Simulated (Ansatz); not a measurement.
# CH5Cl2GeN: a ladder of functionals and wavefunction methods

An exercise on one series of results from a longer session: the logs are not shown, and one member is left open.

The runs use Ansatz 0.2.0, Gaussian basis; functionals in def2-TZVPP, the program's frozen cores in correlated methods.

Plan: LDA (SPW92), PBE-D4, revPBE-D4, BLYP-D4, r2SCAN-D4, B97M-V, PBE0-D4, B3LYP-D4, r2SCANh-D4, r2SCAN0-D4, HSE06-D4, BHLYP-D4, CAM-B3LYP-D4, LC-ωPBE, ωB97X-V, ωB97M-V, B2PLYP, PBE-QIDH; CCSD(T)/def2-SVP; CCSD(T)/def2-TZVPP; MP2/def2-QZVPP; extrapolation to the limit; RPA on PBE.

## The geometry

All runs share one geometry, relaxed beforehand with PBE0-D4 in a triple-zeta def2 set.

SMILES `[CH3][Ge]([NH2])([Cl])[Cl]`, 10 atoms, charge 0, spin multiplicity 1.

Atoms are counted from 1 here; the program's logs count them from 0.

Bond lengths: C1–Ge2 1.935 Å, C1–H6 1.091 Å, C1–H7 1.090 Å, C1–H8 1.091 Å, Ge2–N3 1.813 Å, Ge2–Cl4 2.148 Å, Ge2–Cl5 2.147 Å, N3–H9 1.009 Å, N3–H10 1.009 Å. Angles: Ge2–C1–H6 109.4°, Ge2–C1–H7 109.3°, Ge2–C1–H8 109.4°, H6–C1–H7 109.5°, H6–C1–H8 109.7°, H7–C1–H8 109.5°, C1–Ge2–N3 120.4°, C1–Ge2–Cl4 107.9°, C1–Ge2–Cl5 108.0°, N3–Ge2–Cl4 105.3°, N3–Ge2–Cl5 105.2°, Cl4–Ge2–Cl5 109.7°, Ge2–N3–H9 115.9°, Ge2–N3–H10 115.9°, H9–N3–H10 111.0°.

Coordinates:

```xyz
10

C    -1.3949    0.0426    0.4973
Ge    0.2170    0.1002   -0.5719
N     1.8293   -0.2541    0.1775
Cl    0.0069   -1.3273   -2.1625
Cl    0.3980    2.0769   -1.3916
H    -1.3211    0.7720    1.3047
H    -2.2529    0.2814   -0.1305
H    -1.5177   -0.9570    0.9155
H     2.1531    0.4139    0.8614
H     1.9656   -1.1997    0.5032
```

Set-up of the first run:

Contents of in.yaml:

```yaml
crystal:
  periodic: [false, false, false]
  atoms:
    - {symbol: C, position_ang: [-1.394906, 0.042637, 0.497274]}
    - {symbol: Ge, position_ang: [0.216998, 0.100198, -0.571943]}
    - {symbol: N, position_ang: [1.829252, -0.254064, 0.177463]}
    - {symbol: Cl, position_ang: [0.006862, -1.327288, -2.162521]}
    - {symbol: Cl, position_ang: [0.397996, 2.076852, -1.391565]}
    - {symbol: H, position_ang: [-1.321141, 0.771958, 1.304669]}
    - {symbol: H, position_ang: [-2.252891, 0.281441, -0.130526]}
    - {symbol: H, position_ang: [-1.517723, -0.957001, 0.915485]}
    - {symbol: H, position_ang: [2.153133, 0.413950, 0.861416]}
    - {symbol: H, position_ang: [1.965618, -1.199686, 0.503249]}
basis:
  gaussian: {orbitals: def2-TZVPP}
hamiltonian: {xc: lda}
output: {orbitals: {seedname: orbitals}}
```

Among the steps run: LDA; PBE-D4 (GGA); revPBE-D4 (GGA); BLYP-D4 (GGA); r2SCAN-D4 (meta-GGA); B97M-V (meta-GGA); PBE0-D4 (hybrid); B3LYP-D4 (hybrid); r2SCANh-D4 (hybrid); r2SCAN0-D4 (hybrid); HSE06-D4 (hybrid); BHLYP-D4 (hybrid); CAM-B3LYP-D4 (range-separated); LC-ωPBE-D4 (range-separated; the results give it without D4); ωB97X-V (range-separated); ωB97M-V (range-separated); B2PLYP (double hybrid); PBE-QIDH (double hybrid).

One table of the session follows, with a row left open; its other results are not shown here.

It belongs to the step «Frontier levels by functional». 

```
  functional  HOMO (eV)  gap (eV)
 LDA (SPW92)      -6.61      5.23
      PBE-D4      -6.44      5.32
   revPBE-D4      -6.38      5.36
     BLYP-D4      -6.31      5.22
   r2SCAN-D4      -6.78      6.00
      B97M-V      -6.87      6.11
     PBE0-D4      -7.91      7.80
    B3LYP-D4          ?         ?
  r2SCANh-D4      -7.33      6.91
  r2SCAN0-D4      -8.15      8.26
    HSE06-D4      -7.51      7.03
    BHLYP-D4      -9.27     10.08
CAM-B3LYP-D4      -9.34     10.21
     LC-ωPBE     -10.76     12.95
     ωB97X-V     -10.38     12.40
     ωB97M-V     -10.26     11.96
```

Q: Estimate the row for B3LYP-D4 from the others.

Worked estimate for «HOMO (eV)». Against the share of exact exchange, BLYP-D4 (0, -6.31), BHLYP-D4 (0.5, -9.27) give a slope of -5.92 per unit share; at 0.2 the line stands at -7.49.

As computed: HOMO (eV): -7.65; gap (eV): 7.20. In «HOMO (eV)» the line misses by +0.16.
